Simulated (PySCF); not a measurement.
**C2H7FOSi2: geometry, spin-spin couplings**

What spin-spin couplings should C2H7FOSi2 (`O[Si@H]1C[Si@@H](F)C1`) show?

The runs use PySCF 2.14.0, with density-fitted response routines of our own; the level of theory stands in each step. All values are computed, except where a source is named. Atoms count from 0, in the outputs and in this text.

## Step 1: The molecule as given

13 atoms, charge 0, multiplicity 1; geometry from: GFN2-xTB. The atoms were then displaced at random by about 0.01 Å, so the start is not that level's minimum.

Bonds of the start (Å): O0–Si1 1.62, Si1–C2 1.93, C2–Si3 1.93, Si3–F4 1.65, Si3–C5 1.88, C5–Si1 1.92, O0–H6 0.95, Si1–H7 1.47, C2–H8 1.09, C2–H9 1.07, Si3–H10 1.44, C5–H11 1.09, C5–H12 1.08.

## Step 2: Optimising the geometry at PBE0-D3(BJ)/def2-SVP

Job settings and geometry (Å):

```
{"job": {"xc": "PBE0", "basis": "def2-SVP", "d3": "d3bj", "grid": 1, "shake": 0.01, "kind": "geom"}, "charge": 0, "multiplicity": 1}
O     -0.802540    -1.408590    -1.739840
Si     0.125200    -0.173620    -1.235390
C     -0.782570     1.137000    -0.148860
Si     0.102350     0.447620     1.425300
F     -0.978400    -0.542560     2.182640
C      1.200190    -0.591430     0.303550
H     -1.376540    -1.852130    -1.131510
H      0.788100     0.246030    -2.475620
H     -0.474170     2.166430    -0.344950
H     -1.851720     1.113010    -0.142630
H      0.573920     1.291180     2.496500
H      2.222790    -0.209710     0.252550
H      1.259210    -1.640120     0.547950
```

Launch:

```bash
> OMP_NUM_THREADS=1 python probes_run.py task.json out
```

The driver reads the jobs from task.json and runs them one after another.

The log of the run:

```text
step   0  E = -833.70257883  max force = 0.031762
step   1  E = -833.71026231  max force = 0.005653
step   2  E = -833.71089117  max force = 0.001586
step   3  E = -833.71096289  max force = 0.000852
step   4  E = -833.71101148  max force = 0.000658
step   5  E = -833.71103208  max force = 0.000556
step   6  E = -833.71105540  max force = 0.000670
step   7  E = -833.71107459  max force = 0.000802
step   8  E = -833.71110753  max force = 0.001171
step   9  E = -833.71116258  max force = 0.001129
step  10  E = -833.71124763  max force = 0.001918
step  11  E = -833.71128166  max force = 0.002058
step  12  E = -833.71138230  max force = 0.001133
step  13  E = -833.71140975  max force = 0.000793
step  14  E = -833.71143891  max force = 0.000856
step  15  E = -833.71145455  max force = 0.001229
step  16  E = -833.71146873  max force = 0.001004
step  17  E = -833.71147653  max force = 0.000498
step  18  E = -833.71147877  max force = 0.000270
optimisation converged
```

It took 1.8 min on 1 thread of Arm Neoverse V2, shared host; peak memory 0.52 GiB.

Step by step:

```csv
step,energy from step 0 (eV),largest force component (eV/Å)
0,0.0000,1.6333
1,-0.2091,0.2907
2,-0.2262,0.0816
3,-0.2281,0.0438
4,-0.2295,0.0338
5,-0.2300,0.0286
6,-0.2307,0.0345
7,-0.2312,0.0412
8,-0.2321,0.0602
9,-0.2336,0.0581
10,-0.2359,0.0986
11,-0.2368,0.1058
12,-0.2396,0.0583
13,-0.2403,0.0408
14,-0.2411,0.0440
15,-0.2415,0.0632
16,-0.2419,0.0516
17,-0.2421,0.0256
18,-0.2422,0.0139
```

Close pairs (by a distance rule), those that changed most:

```csv
bond,before (Å),after (Å),change (Å)
C2–Si3,1.933,1.879,-0.054
Si3–H10,1.443,1.490,+0.048
O0–Si1,1.625,1.663,+0.038
C2–H9,1.069,1.099,+0.030
Si1–C2,1.929,1.905,-0.024
C5–H12,1.078,1.100,+0.021
Si1–H7,1.468,1.488,+0.020
Si1–C5,1.923,1.906,-0.018
```

The next job starts from the end point, and lists it.

```csv
at the end point,value
point group (found at 0.08 Å tolerance),Cs
"rotational constants (GHz, main isotopes)","3.553, 1.846, 1.691"
dipole moment (D),1.53
```

## Step 3: Indirect couplings: B3LYP/cc-pVTZ

Job settings and geometry (Å):

```
{"job": {"kind": "j", "xc": "B3LYP", "basis": "cc-pVTZ"}, "charge": 0, "multiplicity": 1}
O     -1.180628    -1.486737    -1.326190
Si    -0.023716    -0.302603    -1.167171
C     -0.635080     1.229659    -0.213661
Si     0.140610     0.446425     1.308504
F     -0.983872    -0.500471     2.030103
C      1.226269    -0.644078     0.230014
H     -1.644093    -1.743806    -0.522520
H      0.518004    -0.090005    -2.536481
H     -0.067396     2.125855    -0.523116
H     -1.706003     1.478686    -0.213395
H      0.740241     1.296548     2.375558
H      2.188608    -0.145580     0.013558
H      1.432589    -1.680245     0.534618
```

Method: B3LYP/cc-pVTZ indirect spin-spin coupling, non-relativistic, gas phase.

The log of the run:

```text
coarse grid: 11936 points
cycle   1  E = -834.5590163054  dE =  6.050e-01  |g| = 1.076e+00  |ddm| = 7.040e+00
cycle   2  E = -834.2288184505  dE =  3.302e-01  |g| = 1.734e+00  |ddm| = 3.754e+00
cycle   3  E = -834.7615901138  dE = -5.328e-01  |g| = 1.846e-01  |ddm| = 2.437e+00
cycle   4  E = -834.7679663506  dE = -6.376e-03  |g| = 6.679e-02  |ddm| = 3.546e-01
cycle   5  E = -834.7690215413  dE = -1.055e-03  |g| = 1.010e-02  |ddm| = 1.144e-01
cycle   6  E = -834.7690438817  dE = -2.234e-05  |g| = 3.030e-03  |ddm| = 1.956e-02
cycle   7  E = -834.7690457450  dE = -1.863e-06  |g| = 1.177e-03  |ddm| = 5.250e-03
final grid: 106688 points
cycle   8  E = -834.7662510386  dE = -5.089e-05  |g| = 6.212e-03  |ddm| = 7.537e-02
cycle   9  E = -834.7662411743  dE =  9.864e-06  |g| = 9.342e-03  |ddm| = 2.311e-02
cycle  10  E = -834.7662590356  dE = -1.786e-05  |g| = 7.508e-04  |ddm| = 1.350e-02
cycle  11  E = -834.7662590961  dE = -6.051e-08  |g| = 3.416e-04  |ddm| = 1.277e-03
cycle  12  E = -834.7662591168  dE = -2.069e-08  |g| = 4.179e-05  |ddm| = 4.948e-04
cycle  13  E = -834.7662591170  dE = -2.265e-10  |g| = 2.464e-05  |ddm| = 7.709e-05
converged SCF energy = -834.7662591170

Indirect spin-spin couplings (Hz)
  i      j    bonds     total        FC       PSO       DSO        SD
  0 O    1 Si   1    -28.421   -22.166    -6.873     0.050     0.567
  0 O    2 C    2      0.376     0.198     0.160     0.017         -
  0 O    3 Si   3     -0.111    -0.205     0.045    -0.014     0.062
  0 O    4 F    4      2.254     1.234     1.215    -0.030    -0.164
  0 O    5 C    2      0.341     0.169     0.155     0.017         -
  0 O    6 H    1    -66.248   -52.701   -13.091    -0.457         -
  0 O    7 H    2    -17.888   -17.998    -0.006     0.116         -
  0 O    8 H    3     -0.623    -0.843    -0.022     0.242         -
  0 O    9 H    3     -0.179    -0.229     0.044     0.006         -
  0 O   10 H    4     -0.212    -0.342    -0.094     0.224         -
  0 O   11 H    3     -0.644    -0.864    -0.022     0.242         -
  0 O   12 H    3     -0.180    -0.231     0.044     0.007         -
  1 Si   2 C    1    -28.907   -29.353     1.526    -0.128    -0.952
  1 Si   3 Si   2    -24.170   -24.557     0.093     0.037     0.257
  1 Si   4 F    3      2.660     3.219    -0.168     0.040    -0.431
  1 Si   5 C    1    -28.926   -29.374     1.527    -0.128    -0.951
  1 Si   6 H    2      2.769     1.700     0.723     0.397    -0.051
  1 Si   7 H    1   -195.383  -196.170     1.247    -0.400    -0.060
  1 Si   8 H    2      5.056     5.195     0.026    -0.001    -0.165
  1 Si   9 H    2      4.487     4.615    -0.028     0.076    -0.177
  1 Si  10 H    3     -9.553    -9.868    -0.038     0.331     0.022
  1 Si  11 H    2      5.057     5.195     0.028    -0.001    -0.164
  1 Si  12 H    2      4.502     4.632    -0.029     0.076    -0.178
  2 C    3 Si   1    -33.026   -34.166     2.053    -0.131    -0.782
  2 C    4 F    2      6.099     6.139    -1.157    -0.080     1.196
  2 C    5 C    2     19.542    19.890    -0.369     0.021         -
  2 C    6 H    3     -0.208    -0.221     0.008     0.005         -
  2 C    7 H    2      7.797     8.047    -0.024    -0.226         -
  2 C    8 H    1    111.444   108.269     2.236     0.939         -
  2 C    9 H    1    130.905   128.211     1.784     0.910         -
  2 C   10 H    2      8.737     9.039    -0.025    -0.277         -
  2 C   11 H    3     -0.471    -0.376    -0.000    -0.094         -
  2 C   12 H    3      8.306     8.531     0.200    -0.424         -
  3 Si   4 F    1    339.497   289.336    60.073    -0.325    -9.586
  3 Si   5 C    1    -33.104   -34.249     2.055    -0.131    -0.779
  3 Si   7 H    3     -9.507    -9.807    -0.034     0.307     0.026
  3 Si   8 H    2      3.518     3.676     0.029    -0.001    -0.185
  3 Si   9 H    2      5.463     5.556    -0.004     0.080    -0.169
  3 Si  10 H    1   -190.734  -191.655     1.429    -0.416    -0.093
  3 Si  11 H    2      3.500     3.657     0.029    -0.001    -0.185
  3 Si  12 H    2      5.469     5.561    -0.003     0.080    -0.169
  4 F    5 C    2      6.160     6.211    -1.164    -0.080     1.193
  4 F    6 H    5      0.453    -0.298    -1.237     1.948     0.040
  4 F    7 H    4      1.601     2.547     0.653    -1.579    -0.020
  4 F    8 H    3     14.376    16.279    -0.004    -1.804    -0.095
  4 F    9 H    3      2.627     3.010    -0.436     0.073    -0.020
  4 F   10 H    2     39.406    41.592    -0.136    -1.167    -0.883
  4 F   11 H    3     14.448    16.347    -0.002    -1.804    -0.094
  4 F   12 H    3      2.650     3.039    -0.439     0.073    -0.023
  5 C    6 H    3     -0.246    -0.256     0.013    -0.003         -
  5 C    7 H    2      7.870     8.120    -0.025    -0.225         -
  5 C    8 H    3     -0.474    -0.379    -0.001    -0.094         -
  5 C    9 H    3      8.293     8.517     0.200    -0.424         -
  5 C   10 H    2      8.737     9.039    -0.024    -0.278         -
  5 C   11 H    1    111.394   108.219     2.236     0.939         -
  5 C   12 H    1    130.875   128.182     1.784     0.909         -
  6 H    7 H    3      8.802     9.956     2.412    -3.565         -
  6 H    8 H    4     -0.682    -0.192     1.205    -1.694         -
  6 H   10 H    5     -0.836    -0.112     0.546    -1.271         -
  6 H   11 H    4     -0.687    -0.193     1.211    -1.705         -
  7 H    8 H    3      1.609     1.611    -0.006     0.004         -
  7 H    9 H    3     -1.085    -0.531     0.767    -1.321         -
  7 H   10 H    4      7.601     8.372     0.654    -1.425         -
  7 H   11 H    3      1.603     1.604    -0.008     0.007         -
  7 H   12 H    3     -1.087    -0.534     0.766    -1.319         -
  8 H    9 H    2    -14.726   -15.469     2.605    -1.863         -
  8 H   10 H    3      0.199     0.309     0.101    -0.211         -
  8 H   11 H    4      3.147     3.027    -0.141     0.261         -
  8 H   12 H    4     -1.565    -1.040     1.258    -1.783         -
  9 H   10 H    3     -1.552    -0.987     0.747    -1.312         -
  9 H   11 H    4     -1.561    -1.036     1.258    -1.784         -
  9 H   12 H    4      7.553     8.102     1.261    -1.809         -
 10 H   11 H    3      0.188     0.300     0.103    -0.215         -
 10 H   12 H    3     -1.554    -0.987     0.748    -1.315         -
 11 H   12 H    2    -14.768   -15.511     2.602    -1.859         -
```

Wall time 64 s (1 thread of Arm Neoverse V2, shared host); peak memory 1 GiB.

The basis is not made for couplings: without tight functions at the nuclei these values are rough.

Couplings of 1 Hz or more, nine at most for each number of bonds, with means over like pairs (isotopes 13C, 19F, 1H, 17O, 29Si):

```csv
pair,bonds,J (Hz),Fermi contact (Hz),dihedral (°)
Si3–F4,1,339.5,289.3,–
Si1–H7,1,-195.4,-196.2,–
Si3–H10,1,-190.7,-191.7,–
C2–H9,1,130.9,128.2,–
C2–H8,1,111.4,108.2,–
O0–H6,1,-66.2,-52.7,–
C2–Si3,1,-33.1,-34.2,–
Si1–C2,1,-28.9,-29.4,–
O0–Si1,1,-28.4,-22.2,–
F4–H10,2,39.4,41.6,–
Si1–Si3,2,-24.2,-24.6,–
C2–C5,2,19.5,19.9,–
O0–H7,2,-17.9,-18.0,–
H8–H9,2,-14.7,-15.5,–
C2–H10,2,8.7,9.0,–
C2–H7,2,7.8,8.1,–
C2–F4,2,6.1,6.2,–
Si3–H9,2,5.5,5.6,–
F4–H8,3,14.4,16.3,160
Si1–H10,3,-9.6,-9.9,–
Si3–H7,3,-9.5,-9.8,–
H6–H7,3,8.8,10.0,-179
C2–H12,3,8.3,8.5,–
Si1–F4,3,2.7,3.2,–
F4–H9,3,2.6,3.0,33
H7–H8,3,1.6,1.6,-30
H9–H10,3,-1.6,-1.0,-91
H7–H10,4,7.6,8.4,–
H9–H12,4,7.6,8.1,–
H8–H11,4,3.1,3.0,–
O0–F4,4,2.3,1.2,–
F4–H7,4,1.6,2.5,–
H8–H12,4,-1.6,-1.0,–
```

The spin-dipole term was solved for some atoms only; pairs without it lack that part.

The response was solved for the nuclei of C, F, H, Si alone, so couplings that need other nuclei can be missing.

Quadrupole couplings from the field gradients of the same density:

```csv
atom,isotope,eQq/h (MHz),η
O0,17O,-8.427,0.59
```

## Step 4: J couplings: B3LYP/6-31G*

Same as in step 3 but for these lines:

```diff
@@ -1,2 +1,2 @@
-{"job": {"kind": "j", "xc": "B3LYP", "basis": "cc-pVTZ"}, "charge": 0, "multiplicity": 1}
+{"job": {"kind": "j", "xc": "B3LYP", "basis": "6-31G*"}, "charge": 0, "multiplicity": 1}
 O     -1.180628    -1.486737    -1.326190
```

Method: B3LYP/6-31G* indirect spin-spin coupling, non-relativistic, gas phase.

The log of the run:

```text
coarse grid: 11936 points
cycle   1  E = -834.4332983338  dE =  6.349e-01  |g| = 1.020e+00  |ddm| = 3.220e+00
cycle   2  E = -834.1532508439  dE =  2.800e-01  |g| = 1.584e+00  |ddm| = 2.200e+00
cycle   3  E = -834.6323283687  dE = -4.791e-01  |g| = 1.717e-01  |ddm| = 1.477e+00
cycle   4  E = -834.6386178071  dE = -6.289e-03  |g| = 5.442e-02  |ddm| = 2.147e-01
cycle   5  E = -834.6393846967  dE = -7.669e-04  |g| = 6.808e-03  |ddm| = 6.081e-02
cycle   6  E = -834.6393961551  dE = -1.146e-05  |g| = 2.294e-03  |ddm| = 9.536e-03
cycle   7  E = -834.6393971476  dE = -9.925e-07  |g| = 7.859e-04  |ddm| = 2.526e-03
final grid: 106688 points
cycle   8  E = -834.5784145982  dE = -1.061e-05  |g| = 5.737e-03  |ddm| = 1.510e-02
cycle   9  E = -834.5784059563  dE =  8.642e-06  |g| = 8.611e-03  |ddm| = 1.367e-02
cycle  10  E = -834.5784223230  dE = -1.637e-05  |g| = 5.986e-04  |ddm| = 8.063e-03
cycle  11  E = -834.5784223877  dE = -6.467e-08  |g| = 1.081e-04  |ddm| = 5.802e-04
cycle  12  E = -834.5784223899  dE = -2.246e-09  |g| = 3.816e-05  |ddm| = 1.325e-04
cycle  13  E = -834.5784223902  dE = -2.663e-10  |g| = 1.551e-05  |ddm| = 4.401e-05
converged SCF energy = -834.5784223902

Indirect spin-spin couplings (Hz)
  i      j    bonds     total        FC       PSO       DSO        SD
  0 O    1 Si   1    -18.216   -12.991    -5.701     0.053     0.424
  0 O    2 C    2     -0.784    -0.921     0.121     0.016         -
  0 O    3 Si   3     -0.235    -0.318     0.040    -0.013     0.056
  0 O    4 F    4      1.634     0.597     1.201    -0.035    -0.128
  0 O    5 C    2     -0.820    -0.953     0.116     0.016         -
  0 O    6 H    1    -81.059   -69.101   -11.377    -0.581         -
  0 O    7 H    2    -16.354   -16.504     0.037     0.112         -
  0 O    8 H    3     -0.698    -0.938     0.002     0.238         -
  0 O    9 H    3     -0.163    -0.204     0.038     0.003         -
  0 O   11 H    3     -0.717    -0.957     0.002     0.238         -
  0 O   12 H    3     -0.162    -0.204     0.039     0.003         -
  1 Si   2 C    1    -43.089   -43.283     1.149    -0.128    -0.827
  1 Si   3 Si   2    -16.295   -16.742     0.149     0.037     0.260
  1 Si   4 F    3      2.856     3.217    -0.038     0.036    -0.359
  1 Si   5 C    1    -43.119   -43.315     1.149    -0.128    -0.826
  1 Si   6 H    2      2.027     0.838     0.902     0.384    -0.097
  1 Si   7 H    1   -211.383  -211.633     1.135    -0.431    -0.454
  1 Si   8 H    2      4.907     5.034     0.031    -0.006    -0.152
  1 Si   9 H    2      5.763     5.741     0.120     0.072    -0.169
  1 Si  10 H    3     -8.772    -9.141     0.011     0.327     0.031
  1 Si  11 H    2      4.904     5.030     0.032    -0.006    -0.151
  1 Si  12 H    2      5.782     5.761     0.119     0.072    -0.170
  2 C    3 Si   1    -49.222   -50.009     1.603    -0.131    -0.684
  2 C    4 F    2     12.194    12.113    -0.954    -0.071     1.106
  2 C    5 C    2     19.920    20.200    -0.300     0.021         -
  2 C    6 H    3     -0.383    -0.393     0.001     0.009         -
  2 C    7 H    2      7.952     8.205    -0.033    -0.220         -
  2 C    8 H    1    134.028   131.311     1.714     1.004         -
  2 C    9 H    1    147.632   145.391     1.262     0.979         -
  2 C   10 H    2      9.315     9.626    -0.040    -0.270         -
  2 C   11 H    3     -0.222    -0.125    -0.006    -0.090         -
  2 C   12 H    3      8.455     8.741     0.135    -0.420         -
  3 Si   4 F    1    266.134   222.006    51.848    -0.362    -7.357
  3 Si   5 C    1    -49.305   -50.097     1.606    -0.131    -0.682
  3 Si   6 H    4      0.221     0.060     0.202    -0.088     0.047
  3 Si   7 H    3     -8.816    -9.178     0.025     0.303     0.033
  3 Si   8 H    2      3.375     3.500     0.051    -0.007    -0.169
  3 Si   9 H    2      6.567     6.477     0.177     0.075    -0.161
  3 Si  10 H    1   -203.013  -203.283     1.182    -0.448    -0.464
  3 Si  11 H    2      3.354     3.479     0.051    -0.007    -0.169
  3 Si  12 H    2      6.574     6.483     0.177     0.075    -0.161
  4 F    5 C    2     12.216    12.146    -0.962    -0.071     1.103
  4 F    6 H    5      0.931    -0.303    -0.720     1.924     0.031
  4 F    7 H    4      0.835     2.027     0.402    -1.557    -0.037
  4 F    8 H    3     14.518    16.597    -0.307    -1.766    -0.005
  4 F    9 H    3      2.041     2.472    -0.515     0.100    -0.015
  4 F   10 H    2     42.386    44.438    -0.420    -1.079    -0.553
  4 F   11 H    3     14.604    16.679    -0.306    -1.765    -0.004
  4 F   12 H    3      2.093     2.529    -0.518     0.100    -0.018
  5 C    6 H    3     -0.420    -0.426     0.005     0.001         -
  5 C    7 H    2      8.036     8.289    -0.034    -0.219         -
  5 C    8 H    3     -0.226    -0.129    -0.006    -0.090         -
  5 C    9 H    3      8.438     8.723     0.135    -0.420         -
  5 C   10 H    2      9.316     9.627    -0.040    -0.271         -
  5 C   11 H    1    133.948   131.230     1.715     1.003         -
  5 C   12 H    1    147.616   145.376     1.261     0.978         -
  6 H    7 H    3      8.895    10.825     1.581    -3.510         -
  6 H    8 H    4     -1.094    -0.213     0.789    -1.670         -
  6 H   10 H    5     -1.064    -0.121     0.316    -1.260         -
  6 H   11 H    4     -1.102    -0.214     0.793    -1.681         -
  7 H    8 H    3      1.601     1.700    -0.127     0.029         -
  7 H    9 H    3     -1.470    -0.598     0.421    -1.294         -
  7 H   10 H    4      7.700     8.721     0.386    -1.406         -
  7 H   11 H    3      1.595     1.691    -0.128     0.032         -
  7 H   12 H    3     -1.472    -0.602     0.421    -1.291         -
  8 H    9 H    2    -18.196   -17.956     1.498    -1.738         -
  8 H   10 H    3      0.056     0.300    -0.061    -0.184         -
  8 H   11 H    4      3.218     3.110    -0.171     0.279         -
  8 H   12 H    4     -1.908    -1.002     0.854    -1.760         -
  9 H   10 H    3     -1.957    -1.071     0.397    -1.283         -
  9 H   11 H    4     -1.902    -0.996     0.854    -1.760         -
  9 H   12 H    4      7.087     8.033     0.844    -1.790         -
 10 H   11 H    3      0.044     0.291    -0.059    -0.188         -
 10 H   12 H    3     -1.960    -1.072     0.398    -1.286         -
 11 H   12 H    2    -18.243   -18.005     1.495    -1.733         -
```

Wall time 14 s (1 thread of Arm Neoverse V2, shared host); peak memory 0.66 GiB.

This basis has no tight s functions, so the Fermi-contact terms are rough.

In short: J(Si3,F4) 266.1 Hz, J(Si1,H7) -211.4 Hz, J(Si3,H10) -203.0 Hz (means over like pairs).

## Step 5: Side by side: spin-spin couplings

Couplings (Hz), each a mean over the pairs like the one named, with basis size and wall time:

```csv
run,Si3–F4,Si1–H7,Si3–H10,C2–H9,C2–H8,O0–H6,F4–H10,functions,time
B3LYP/cc-pVTZ,339.5,-195.4,-190.7,130.9,111.4,-66.2,39.4,286,64 s
B3LYP/6-31G*,266.1,-211.4,-203.0,147.6,134.0,-81.1,42.4,106,14 s
```

## Step 6: Results

```
                                     quantity                      value
                                  point group                         Cs
         rotational constants (main isotopes)       3.55, 1.85, 1.69 GHz
largest coupling of the table (B3LYP/cc-pVTZ)  ¹J(Si,F) Si3–F4, 339.5 Hz
     range of J(Si3,F4), mean over like pairs          266.1 to 339.5 Hz
```

**Reading.** Over 18 steps the energy fell by 0.242 eV; of the close pairs, C2–Si3 changed most, 1.933 to 1.879 Å. Of the pairs tabulated at B3LYP/cc-pVTZ, Si3–F4 couples most strongly (339.5 Hz; Fermi contact 289.3 Hz). Couplings across rotatable bonds belong to this one conformer; where others are populated, the observed values are averages. The coupling Si3–F4, as a mean over pairs of its kind, runs from 266.1 Hz (B3LYP/6-31G*) to 339.5 Hz (B3LYP/cc-pVTZ). Couplings from bases without tight functions are rough.
